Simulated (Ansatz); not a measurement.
# CH5BO2 (SMILES COBO): MP2/cc-pVDZ

What is the vertical ionisation energy of CH5BO2 at MP2/cc-pVDZ? 

Program for the calculation: Ansatz 0.2.0.

70 further runs of the same task are left out: 70 set aside as unsound or not needed.

## Step 1: The structure to begin with

The species is CH5BO2 (9 atoms), meant as a singlet with charge 0. As SMILES, `COBO`. The coordinates come from a PBE0-D4/def2-TZVP relaxation. This is one conformer, not always the lowest.

Bond lengths: C1–O2 1.410 Å, O2–B3 1.356 Å, B3–O4 1.356 Å, C1–H5 1.094 Å, C1–H6 1.092 Å, C1–H7 1.092 Å, B3–H8 1.199 Å, O4–H9 0.962 Å. Some angles: C1–O2–B3 121.7°, O2–B3–O4 119.6°, O2–C1–H5 111.5°, O2–C1–H6 109.2°, O2–C1–H7 109.3°, O2–B3–H8 121.8°, O4–B3–H8 118.6°, B3–O4–H9 112.1°, H5–C1–H6 109.1°, H5–C1–H7 109.0°.

## Step 2: A single-point energy at MP2/cc-pVDZ

File in.yaml:

```yaml
basis:
  gaussian:
    orbitals: cc-pVDZ
crystal:
  periodic: [false, false, false]
  atoms:
    - {symbol: C, position_ang: [0.281800, 0.801900, -1.057400]}
    - {symbol: O, position_ang: [-0.113500, 0.454800, 0.251000]}
    - {symbol: B, position_ang: [-0.134900, -0.834100, 0.671600]}
    - {symbol: O, position_ang: [-0.524600, -1.118500, 1.938500]}
    - {symbol: H, position_ang: [0.568100, -0.079800, -1.637600]}
    - {symbol: H, position_ang: [1.131400, 1.486400, -1.006200]}
    - {symbol: H, position_ang: [-0.544800, 1.307500, -1.561700]}
    - {symbol: H, position_ang: [0.183900, -1.738400, -0.047600]}
    - {symbol: H, position_ang: [-0.758900, -0.326300, 2.432200]}
accuracy: high
correlation:
  method: mp2
  frozen_orbitals: {B: 1, C: 1, H: 0, O: 1}
```

The run is started by

```console
$ ansatz run in.yaml --threads 1 --pin off --max-ram 3480MiB --events-out events.jsonl --progress --plain --runs-dir runs
```

The log of the run:

```text
Warning: RAYON_NUM_THREADS=1 ignored (pool sized by the plan → 1); use --threads N
Functional definition: HF
  name "HF"
  exchange = exact_x
  correlation = 0
1902 factors; integrals over basis functions are off by at most 5.7e-9 eV
mean field evaluation 1: about -5855.6395 eV, gradient 3.7e1 eV
mean field evaluation 2: about -5855.6423 eV, gradient 3.7e1 eV
mean field evaluation 4: about -5858.4661 eV, gradient 3.1e0 eV
mean field evaluation 8: about -5858.4959 eV, gradient 1.3e-1 eV
mean field -5858.49593001 eV, -215.2957543966 hartree, gradient 1.6e-8 eV, S^2 0.000000; 0 other end points of the search recorded, 0 dependent functions left out
4 core orbitals not correlated: weight in the atoms' cores, before any rotation towards them, 1.000 or more for the frozen orbitals, at most 0.000 for the correlated occupied ones
reference -5858.49593001 eV, -215.2957543966 hartree; 12, 12 occupied and 65, 65 virtual orbitals, 1902 factors
second order -16.30454653 eV of doubles, -0.00000000 eV of singles
Total energy: -5874.80047654 eV, -215.8949354300 hartree
```

Wall time 2.1 s (1 thread of Arm Neoverse V2, shared host); peak memory 0.2 GiB.

## Step 3: The doublet cation, same level

File job.yaml:

```yaml
crystal:
  periodic: [false, false, false]
  atoms:
    - {symbol: C, position_ang: [0.281800, 0.801900, -1.057400]}
    - {symbol: O, position_ang: [-0.113500, 0.454800, 0.251000]}
    - {symbol: B, position_ang: [-0.134900, -0.834100, 0.671600]}
    - {symbol: O, position_ang: [-0.524600, -1.118500, 1.938500]}
    - {symbol: H, position_ang: [0.568100, -0.079800, -1.637600]}
    - {symbol: H, position_ang: [1.131400, 1.486400, -1.006200]}
    - {symbol: H, position_ang: [-0.544800, 1.307500, -1.561700]}
    - {symbol: H, position_ang: [0.183900, -1.738400, -0.047600]}
    - {symbol: H, position_ang: [-0.758900, -0.326300, 2.432200]}
basis:
  gaussian:
    orbitals: cc-pVDZ
total_charge: 1
magnetization:
  spin_polarized: true
  initial_magnetization: 1
correlation:
  method: mp2
  frozen_orbitals: {B: 1, C: 1, H: 0, O: 1}
accuracy: high
```

The run is started by

```console
$ ansatz run job.yaml --threads 1 --pin off --max-ram 3480MiB --events-out events.jsonl --progress --plain --runs-dir runs
```

The log of the run (excerpt; [...] marks lines left out):

```text
Warning: RAYON_NUM_THREADS=1 ignored (pool sized by the plan → 1); use --threads N
[... 2 set-up lines as earlier in the session ...]
[...]
1901 factors; integrals over basis functions are off by at most 5.7e-9 eV
[...]
mean field -5848.23592614 eV, -214.9187062089 hartree, gradient 4.5e-8 eV, S^2 0.771996; 7 other end points of the search recorded, 0 dependent functions left out
4 core orbitals not correlated: weight in the atoms' cores, before any rotation towards them, 1.000 or more for the frozen orbitals, at most 0.000 for the correlated occupied ones
reference -5848.23592614 eV, -214.9187062089 hartree; 12, 11 occupied and 65, 66 virtual orbitals, 1901 factors
second order -15.15268871 eV of doubles, -0.00000000 eV of singles
Total energy: -5863.38861485 eV, -215.4755572481 hartree
```

It took 5.1 s on 1 thread of Arm Neoverse V2, shared host; peak memory 0.29 GiB.

## Step 4: Summary of results

Level: MP2/cc-pVDZ, 4 core orbitals frozen.

```
                                                   quantity          value
                               singlet CH5BO2: total energy  -215.89494 Eh
singlet CH5BO2: correlation energy (4 core orbitals frozen)     -599.2 mEh
                               doublet cation: total energy  -215.47556 Eh
doublet cation: correlation energy (4 core orbitals frozen)     -556.9 mEh
          doublet cation: ⟨S²⟩ of the reference determinant          0.772
         vertical ionisation energy (to the doublet cation)      11.412 eV
```

In words: The vertical ionisation energy comes to 11.41 eV (263 kcal/mol).
